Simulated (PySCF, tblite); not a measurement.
# C₅H₃F₃Se: excited states, first hyperpolarisability

Aim: compute the excited states, first hyperpolarisability of C₅H₃F₃Se (`FC(F)(F)c1ccc[se]1`).

Programs: tblite 0.8.0 and PySCF 2.14.0, with routines of our own; each step states its level. All values are computed. Atoms count from 0.

## 1. The system as given

12 atoms, charge 0, multiplicity 1; geometry from: force field or distance geometry start.

## 2. Geometry optimisation with GFN2-xTB

What the job is given:

```
{"job": {"kind": "relax", "xc": "GFN2-xTB", "basis": "xTB"}, "charge": 0, "multiplicity": 1}
F     -2.494900     1.519700    -0.063700
C     -2.077400     0.220200     0.029500
F     -2.477700    -0.418200     1.178000
F     -2.376500    -0.511000    -1.108000
C     -0.562700     0.274200     0.098100
C      0.284700    -0.730500    -0.253500
C      1.610200    -0.556000    -0.167600
C      2.138200     0.618900     0.269000
Se     0.590100     1.843100     0.674200
H     -0.154400    -1.707700    -0.603300
H      2.316500    -1.396800    -0.449300
H      3.205100     0.843400     0.370500
```

Launch:

```console
> OMP_NUM_THREADS=1 python excited_run.py task.json out
```

The driver reads the jobs from task.json and runs them one after another.

Log:

```text
step      E/eV     max force
  0    -803.94502    4.688
  1    -804.49210    1.932
  2    -804.76554    1.657
  3    -804.93317    0.744
  4    -804.95706    0.549
  5    -804.98175    0.406
  6    -805.00488    0.431
  7    -805.02002    0.440
  8    -805.02951    0.290
  9    -805.03474    0.207
 10    -805.03902    0.228
 11    -805.04388    0.255
 12    -805.04929    0.175
 13    -805.05426    0.172
 14    -805.05866    0.206
 15    -805.06271    0.210
 16    -805.06645    0.184
 17    -805.06965    0.153
 18    -805.07200    0.116
 19    -805.07372    0.107
 20    -805.07515    0.097
 21    -805.07631    0.090
 22    -805.07706    0.083
 23    -805.07739    0.045
 24    -805.07751    0.030
 25    -805.07754    0.018
 26    -805.07756    0.008
```

Run time: 0.14 s. Hardware: 1 thread of Arm Neoverse V2, shared host.

Step by step:

```csv
step,energy from step 0 (eV),largest force (eV/Å)
0,0.0000,4.6878
1,-0.5471,1.9318
2,-0.8205,1.6573
3,-0.9882,0.7441
4,-1.0120,0.5487
5,-1.0367,0.4056
6,-1.0599,0.4311
7,-1.0750,0.4402
8,-1.0845,0.2903
9,-1.0897,0.2071
10,-1.0940,0.2284
11,-1.0989,0.2546
12,-1.1043,0.1746
13,-1.1092,0.1723
14,-1.1136,0.2058
15,-1.1177,0.2102
16,-1.1214,0.1842
17,-1.1246,0.1528
18,-1.1270,0.1156
19,-1.1287,0.1066
20,-1.1301,0.0968
21,-1.1313,0.0901
22,-1.1320,0.0831
23,-1.1324,0.0453
24,-1.1325,0.0297
25,-1.1325,0.0179
26,-1.1325,0.0082
```

Close pairs (by a distance rule), those that changed most:

```
  bond  before (Å)  after (Å)  change (Å)
C4–Se8       2.030      1.857      -0.173
C7–Se8       2.015      1.850      -0.165
 C5–C6       1.340      1.412      +0.072
C6–H10       1.134      1.076      -0.057
 C5–H9       1.127      1.077      -0.050
 C1–F3       1.385      1.342      -0.043
 C1–C4       1.517      1.481      -0.036
 C1–F2       1.374      1.348      -0.025
```

The final coordinates are the input of the step that follows.

## 3. Vibrational analysis with GFN2-xTB

What the job is given:

```
{"job": {"kind": "ir", "xc": "GFN2-xTB", "basis": "xTB"}, "charge": 0, "multiplicity": 1}
F     -2.389614     1.535626     0.011947
C     -1.952871     0.263252     0.041553
F     -2.504741    -0.293191     1.138629
F     -2.505753    -0.365529    -1.007097
C     -0.472848     0.204182     0.042383
C      0.301751    -0.864360    -0.301390
C      1.687218    -0.621500    -0.176253
C      2.005165     0.623911     0.267013
Se     0.518554     1.677446     0.585823
H     -0.110327    -1.798192    -0.643731
H      2.427208    -1.365355    -0.415564
H      2.997458     1.003024     0.430660
```

Log:

```text
mode    cm-1     km/mol
  1      16.3      0.15
  2     119.3      1.29
  3     122.8      1.24
  4     282.0      2.03
  5     285.8     11.38
  6     327.3      3.92
  7     418.3      1.03
  8     459.9      5.38
  9     499.2      2.52
 10     533.4      7.44
 11     565.4      9.77
 12     642.5     10.35
 13     661.0     24.00
 14     738.9     27.97
 15     771.9     10.25
 16     826.6     10.04
 17     859.0      0.05
 18     937.9     73.30
 19    1019.3    308.90
 20    1046.3    162.88
 21    1065.5     40.35
 22    1085.3     45.98
 23    1183.8      6.03
 24    1216.9    230.25
 25    1325.8      4.99
 26    1439.6     49.29
 27    1545.3     34.03
 28    3115.3      1.93
 29    3121.9      5.55
 30    3129.5      9.07
```

Run time: 0.31 s. Hardware: 1 thread of Arm Neoverse V2, shared host.

Which atoms move in the most intense modes:

```csv
cm⁻¹,km/mol,atoms
938,73.3,"C4 40 %, C1 13 %, F2 13 %, F3 12 %"
1019,308.9,"C1 73 %, F2 14 %"
1046,162.9,"C1 62 %, F0 12 %"
1066,40.4,"H11 54 %, H9 12 %, C1 12 %"
1085,46.0,"H10 44 %, H9 26 %, H11 10 %"
1217,230.2,"C1 43 %, C4 20 %, H10 17 %"
1440,49.3,"C6 42 %, C7 24 %, C4 16 %, C5 15 %"
1545,34.0,"C4 35 %, C5 31 %, C6 16 %, C7 11 %"
```

## 4. Excited states: TDA LC-wPBE/aug-cc-pVDZ

The job, as its differences from that of step 3:

```diff
@@ -1,2 +1,2 @@
-{"job": {"kind": "ir", "xc": "GFN2-xTB", "basis": "xTB"}, "charge": 0, "multiplicity": 1}
+{"job": {"kind": "states", "xc": "LC-wPBE", "basis": "aug-cc-pVDZ", "tda": true, "soc": true, "nstates": 5, "ntriplets": 4, "nquad": 4}, "charge": 0, "multiplicity": 1}
 F     -2.389614     1.535626     0.011947
```

Level: TDA LC-wPBE/aug-cc-pVDZ excited states, vertical, gas phase, spin-orbit mean-field couplings.

Log:

```text
coarse grid: 56552 points
cycle   1  E = -2892.6192429353  dE =  1.335e+00  |g| = 9.735e-01  |ddm| = 1.195e+01
cycle   2  E = -2892.6239140707  dE = -4.671e-03  |g| = 1.083e+00  |ddm| = 4.693e+00
cycle   3  E = -2892.8078455849  dE = -1.839e-01  |g| = 7.563e-02  |ddm| = 2.730e+00
cycle   4  E = -2892.8090510402  dE = -1.205e-03  |g| = 3.898e-02  |ddm| = 4.350e-01
cycle   5  E = -2892.8094473434  dE = -3.963e-04  |g| = 1.261e-02  |ddm| = 2.193e-01
cycle   6  E = -2892.8094939425  dE = -4.660e-05  |g| = 2.961e-03  |ddm| = 4.836e-02
cycle   7  E = -2892.8094989596  dE = -5.017e-06  |g| = 9.897e-04  |ddm| = 1.855e-02
final grid: 120048 points
cycle   8  E = -2892.8091187973  dE = -1.147e-06  |g| = 6.923e-04  |ddm| = 1.336e-02
cycle   9  E = -2892.8091190888  dE = -2.914e-07  |g| = 6.122e-04  |ddm| = 4.493e-03
cycle  10  E = -2892.8091191951  dE = -1.064e-07  |g| = 1.950e-04  |ddm| = 1.753e-03
cycle  11  E = -2892.8091192569  dE = -6.175e-08  |g| = 1.116e-04  |ddm| = 1.520e-03
cycle  12  E = -2892.8091192954  dE = -3.853e-08  |g| = 2.399e-05  |ddm| = 7.848e-04
cycle  13  E = -2892.8091192958  dE = -3.429e-10  |g| = 1.256e-05  |ddm| = 1.307e-04
converged SCF energy = -2892.8091192958

Singlet excitations
state   eV       nm        f     d(h-e)  d(exc)  Lambda  PR(NTO)  |dmu|/D   mu/D   main configurations
  1   5.5950   221.6   0.15083   0.432   2.721   0.693   1.282    0.784    3.581   H->L 0.87
  2   5.7482   215.7   0.00076   0.617   2.627   0.303   1.008    2.233    3.906   H->L+4 0.47, H->L+7 0.13
  3   5.9099   209.8   0.14237   0.163   2.649   0.783   1.237    0.301    3.086   H-1->L 0.88
  4   6.4496   192.2   0.00206   1.460   3.002   0.283   1.026    3.516    4.790   H-1->L+4 0.46, H-1->L+7 0.12
  5   7.2030   172.1   0.00009   1.348   4.246   0.213   1.124                     H->L+1 0.54, H-1->L+1 0.18

Triplet excitations (Tamm-Dancoff)
state   eV     d(h-e)  d(exc)  Lambda  PR(NTO)   main configurations
  1   3.4278   0.214   2.419   0.790   1.111   H-1->L 0.86
  2   4.0896   0.308   2.638   0.713   1.048   H->L 0.89
  3   5.2625   0.504   2.527   0.306   1.015   H->L+4 0.46, H->L+7 0.13
  4   5.8279   0.462   2.312   0.601   1.529   H-1->L+8 0.49, H-4->L 0.15, H-1->L+22 0.09
S1 - T1 = 2.1673 eV

Spin-orbit couplings |<S|Hso|T>| (cm-1)
             T1       T2       T3       T4
S0        4.468    6.261  671.276    7.845
S1        3.618    8.149  298.138    3.616
S2       21.327  208.297   13.087   32.204
S3        2.530    6.802  152.784    6.470
S4      219.930   41.484   14.849   12.362
S5       20.299   24.535   13.358    3.892
T1 sublevels (cm-1): 0.000 2.006 2.012   radiative rates (1/s): 31.3 0.7 0.0452
```

It took 87 s on 1 thread of Arm Neoverse V2, shared host; peak memory 1.1 GiB.

Key values:

```
  quantity    value
S1 less T1  2.17 eV
```

Orbitals, density, ELF and potential are computed afterwards from the orbital file.

Frontier orbitals at LC-wPBE/aug-cc-pVDZ, with the share of their density that lies nearest to each atom:

| orbital | energy (eV) | lies on |
| --- | --- | --- |
| HOMO | -9.97 | Se8 54 %; C6 21 %; C5 9 % |
| LUMO | 0.60 | C4, C7 about 20 % each; Se8 20 %; C5 13 % |

ELF in a plane through or near 9 of the atoms.

Ten even steps from '0' (0.00) to '9' (1.00):
```
0000000000000000000000000000
0000000000000000000000000000
0000000000146663000000000000
0000000000278986200000000000
0000001000365677200111000000
0000277411425436104554100000
0001899966716624017887410000
0001999952852256115787510000
0000599838543785655753100000
0000013467711524786230000000
0000001351265884672431000000
0000027962392165213443100000
0000189998672264003565200000
0000189998238998002453100000
0000039972019999400010000000
0000001310018999300000000000
0000000000003774000000000000
0000000000000000000000000000
0000000000000000000000000000
0000000000000000000000000000
```
The map spans 11.1 Å across and 9.0 Å up, centred on the molecule. Atoms in the plane (x, y in Å): C1 (2.0, 0.2), C4 (0.5, 0.2), C5 (-0.4, -0.9), C6 (-1.7, -0.5), C7 (-2.0, 0.8), Se8 (-0.4, 1.8), H9 (0.0, -1.9), H10 (-2.5, -1.3), H11 (-2.9, 1.3).

On the surface of density 0.002 e/bohr³ the electrostatic potential runs, from the 1st to the 99th percentile, from -0.61 V near F2 to 1.47 V near H11.

## 5. Excited states: TDDFT B3LYP/aug-cc-pVDZ

The job, as its differences from that of step 4:

```diff
@@ -1,2 +1,2 @@
-{"job": {"kind": "states", "xc": "LC-wPBE", "basis": "aug-cc-pVDZ", "tda": true, "soc": true, "nstates": 5, "ntriplets": 4, "nquad": 4}, "charge": 0, "multiplicity": 1}
+{"job": {"kind": "states", "xc": "B3LYP", "basis": "aug-cc-pVDZ", "tpa": true, "nstates": 6, "nquad": 5, "ntriplets": 0}, "charge": 0, "multiplicity": 1}
 F     -2.389614     1.535626     0.011947
```

Level: TDDFT B3LYP/aug-cc-pVDZ excited states, vertical, gas phase, two-photon moments by quadratic response.

Log:

```text
coarse grid: 56552 points
cycle   1  E = -2893.3168873857  dE =  8.776e-01  |g| = 9.119e-01  |ddm| = 1.497e+01
cycle   2  E = -2893.0546072331  dE =  2.623e-01  |g| = 1.516e+00  |ddm| = 5.093e+00
cycle   3  E = -2893.4630786244  dE = -4.085e-01  |g| = 1.628e-01  |ddm| = 3.312e+00
cycle   4  E = -2893.4689582121  dE = -5.880e-03  |g| = 8.144e-02  |ddm| = 6.540e-01
cycle   5  E = -2893.4706713271  dE = -1.713e-03  |g| = 1.792e-02  |ddm| = 2.499e-01
cycle   6  E = -2893.4707439369  dE = -7.261e-05  |g| = 8.438e-03  |ddm| = 6.494e-02
cycle   7  E = -2893.4707629245  dE = -1.899e-05  |g| = 1.338e-03  |ddm| = 2.526e-02
cycle   8  E = -2893.4707633072  dE = -3.827e-07  |g| = 4.064e-04  |ddm| = 4.496e-03
final grid: 120048 points
cycle   9  E = -2893.4706854925  dE =  2.965e-08  |g| = 6.753e-04  |ddm| = 1.852e-02
cycle  10  E = -2893.4706852314  dE =  2.612e-07  |g| = 1.174e-03  |ddm| = 5.893e-03
cycle  11  E = -2893.4706856164  dE = -3.850e-07  |g| = 8.912e-05  |ddm| = 3.713e-03
cycle  12  E = -2893.4706856185  dE = -2.128e-09  |g| = 1.780e-05  |ddm| = 2.783e-04
cycle  13  E = -2893.4706856186  dE = -7.094e-11  |g| = 4.559e-06  |ddm| = 5.656e-05
converged SCF energy = -2893.4706856186

Singlet excitations
state   eV       nm        f     d(h-e)  d(exc)  Lambda  PR(NTO)  |dmu|/D   mu/D   delta(TPA)   sigma/GM   main configurations
  1   5.1946   238.7   0.10063   0.372   2.811   0.746   1.307    0.799    3.801       18.27      0.181   H->L 0.47, H-1->L 0.45
  2   5.3416   232.1   0.10704   0.107   2.814   0.742   1.275    0.276    2.847        7.36      0.077   H->L 0.48, H-1->L 0.46
  3   5.4577   227.2   0.00064   1.253   3.116   0.416   1.005    3.506    4.411        0.29      0.003   H->L+1 0.65, H-1->L+1 0.30
  4   5.4811   226.2   0.00290   1.297   3.114   0.430   1.007    3.625    4.239       14.25      0.157   H-1->L+1 0.64, H->L+1 0.30
  5   6.1531   201.5   0.00220   1.444   4.487   0.315   1.004    7.079    4.670       72.34      1.003   H->L+2 0.95
  6   6.2920   197.1   0.00227   1.516   4.670   0.321   1.005                                            H-1->L+2 0.94
```

It took 68 s on 1 thread of Arm Neoverse V2, shared host; peak memory 1.1 GiB.

## 6. First hyperpolarisability: quadratic response B3LYP/aug-cc-pVDZ

The job, as its differences from that of step 5:

```diff
@@ -1,2 +1,2 @@
-{"job": {"kind": "states", "xc": "B3LYP", "basis": "aug-cc-pVDZ", "tpa": true, "nstates": 6, "nquad": 5, "ntriplets": 0}, "charge": 0, "multiplicity": 1}
+{"job": {"kind": "beta", "xc": "B3LYP", "basis": "aug-cc-pVDZ", "wavelengths": [1064, 800]}, "charge": 0, "multiplicity": 1}
 F     -2.389614     1.535626     0.011947
```

Method: quadratic response B3LYP/aug-cc-pVDZ first hyperpolarisability, Taylor convention, gas phase.

Log:

```text
coarse grid: 56552 points
cycle   1  E = -2893.3168873857  dE =  8.776e-01  |g| = 9.119e-01  |ddm| = 1.497e+01
cycle   2  E = -2893.0546072331  dE =  2.623e-01  |g| = 1.516e+00  |ddm| = 5.093e+00
cycle   3  E = -2893.4630786244  dE = -4.085e-01  |g| = 1.628e-01  |ddm| = 3.312e+00
cycle   4  E = -2893.4689582121  dE = -5.880e-03  |g| = 8.144e-02  |ddm| = 6.540e-01
cycle   5  E = -2893.4706713271  dE = -1.713e-03  |g| = 1.792e-02  |ddm| = 2.499e-01
cycle   6  E = -2893.4707439369  dE = -7.261e-05  |g| = 8.438e-03  |ddm| = 6.494e-02
cycle   7  E = -2893.4707629245  dE = -1.899e-05  |g| = 1.338e-03  |ddm| = 2.526e-02
cycle   8  E = -2893.4707633072  dE = -3.827e-07  |g| = 4.064e-04  |ddm| = 4.496e-03
final grid: 120048 points
cycle   9  E = -2893.4706854925  dE =  2.965e-08  |g| = 6.753e-04  |ddm| = 1.852e-02
cycle  10  E = -2893.4706852314  dE =  2.612e-07  |g| = 1.174e-03  |ddm| = 5.893e-03
cycle  11  E = -2893.4706856164  dE = -3.850e-07  |g| = 8.912e-05  |ddm| = 3.713e-03
cycle  12  E = -2893.4706856185  dE = -2.128e-09  |g| = 1.780e-05  |ddm| = 2.783e-04
cycle  13  E = -2893.4706856186  dE = -7.094e-11  |g| = 4.559e-06  |ddm| = 5.656e-05
converged SCF energy = -2893.4706856186

Lowest singlets (eV, f): 5.1946 0.1006  5.3416 0.1071  5.4577 0.0006

First hyperpolarisability (au)
process     nm      |vector|   parallel      HRS      DR
static         -      194.01     -95.81      74.83   6.627
shg       1064.0      210.34     -103.3      82.58   6.031
eope      1064.0      199.33     -98.26          -       -
shg        800.0      223.14    -109.09      89.67   5.358
eope       800.0      203.52    -100.18          -       -
```

It took 63 s on 1 thread of Arm Neoverse V2, shared host; peak memory 1.1 GiB.

## 7. Results

| quantity | value |
| --- | --- |
| strongest single infrared mode (GFN2-xTB) | 1019 cm⁻¹, 309 km/mol |
| zero-point energy (GFN2-xTB) | 42.0 kcal/mol |
| S1 less T1 (step 4, TDA LC-wPBE/aug-cc-pVDZ) | 2.17 eV |
| potential on the surface of density 0.002 e/bohr³, 1st and 99th percentile | -0.61 V and 1.47 V |
| β vector (step 6, quadratic response B3LYP/aug-cc-pVDZ) | static 194, SHG 1064.0 nm 210, SHG 800.0 nm 223 au |

All 30 modes are real, so the xTB geometry is a minimum. The strongest single mode, at 1019 cm⁻¹, moves mainly C1. GFN2-xTB is a fitted tight-binding method: band positions and strengths are rough. Its intensities can rank the bands wrongly. Scalar relativity is left out for the heavy atoms. In step 4, the number of triplets below S1 is 3, and the largest singlet-triplet spin-orbit coupling is S0–T3, 671.28 cm⁻¹. Steps that list no spin-orbit terms leave them out, which matters at and beside the heavy atoms. β grows from 194 au (static) to 223 au for doubling at 800.0 nm: normal dispersion, which grows as twice the photon energy moves toward the bright states.
